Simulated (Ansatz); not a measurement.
# Cl2FH4O2Ta: the cost of one run

Method: RKS B3LYP-D4/def2-SVP, in Ansatz 0.2.0.

## Step 1: The system as given

Bond lengths: Ta1–F2 2.280 Å, Ta1–Cl3 2.470 Å, Ta1–O4 2.020 Å, O4–H5 1.010 Å, Ta1–O6 2.020 Å, O6–H7 1.010 Å, Ta1–Cl8 2.470 Å, Ta1–H9 2.100 Å, Ta1–H10 2.221 Å. Angles (14 of 23 angles, heavy atoms first): F2–Ta1–Cl3 90.0°, F2–Ta1–O4 90.0°, F2–Ta1–O6 120.0°, F2–Ta1–Cl8 120.0°, Cl3–Ta1–O4 180.0°, Cl3–Ta1–O6 90.0°, Cl3–Ta1–Cl8 90.0°, O4–Ta1–O6 90.0°, O4–Ta1–Cl8 90.0°, O6–Ta1–Cl8 120.0°, F2–Ta1–H9 71.6°, F2–Ta1–H10 40.9°, Cl3–Ta1–H9 59.6°, Cl3–Ta1–H10 69.6°.

Coordinates:

```xyz
10

Ta    0.0000    0.0000    0.0000
F     2.2800    0.0000    0.0000
Cl    0.0000    0.0000    2.4700
O     0.0000    0.0000   -2.0200
H    -0.6343   -0.7100   -2.3571
O    -1.0100    1.7493    0.0000
H    -1.4859    1.8638    0.8834
Cl   -1.2350   -2.1390    0.0000
H     0.6622   -1.6867    1.0613
H     1.6779   -1.2317    0.7750
```

## Step 2: A restrained relaxation towards end A

Springs on the bonds that form and break draw the guess towards this end; the thresholds are loose.

The input, input.yaml:

```yaml
crystal:
  periodic: [false, false, false]
  atoms:
    - { symbol: Ta, position_ang: [0.0, 0.0, 0.0] }
    - { symbol: F, position_ang: [2.28, 0.0, 0.0] }
    - { symbol: Cl, position_ang: [0.0, 0.0, 2.47] }
    - { symbol: O, position_ang: [0.0, 0.0, -2.02] }
    - { symbol: H, position_ang: [-0.6343, -0.71, -2.3571] }
    - { symbol: O, position_ang: [-1.01, 1.7493, 0.0] }
    - { symbol: H, position_ang: [-1.4859, 1.8638, 0.8834] }
    - { symbol: Cl, position_ang: [-1.235, -2.139, 0.0] }
    - { symbol: H, position_ang: [0.6622, -1.6867, 1.0613] }
    - { symbol: H, position_ang: [1.6779, -1.2317, 0.775] }
basis:
  gaussian: { orbitals: def2-SVP }
hamiltonian:
  xc: b3lyp
  dispersion: d4
relax:
  f_tol: 0.15
  max_steps: 25
  restrain:
    - { distance: [0, 8], at: 3.0, k: 30.0 }
    - { distance: [9, 1], at: 2.12, k: 30.0 }
    - { distance: [0, 1], at: 1.93, k: 30.0 }
    - { distance: [9, 8], at: 0.66, k: 30.0 }
output:
  orbitals: {}
```

On the command line:

```console
$ ansatz run input.yaml --threads 4 --pin off --max-ram 5120MiB --backend cpu --events-out ev --progress --plain --runs-dir out
```

**Question.** How long does this run take on 4 threads of Arm Neoverse V2, shared host, and how much memory does it need?

About 32 s, with a peak of 0.36 GiB.
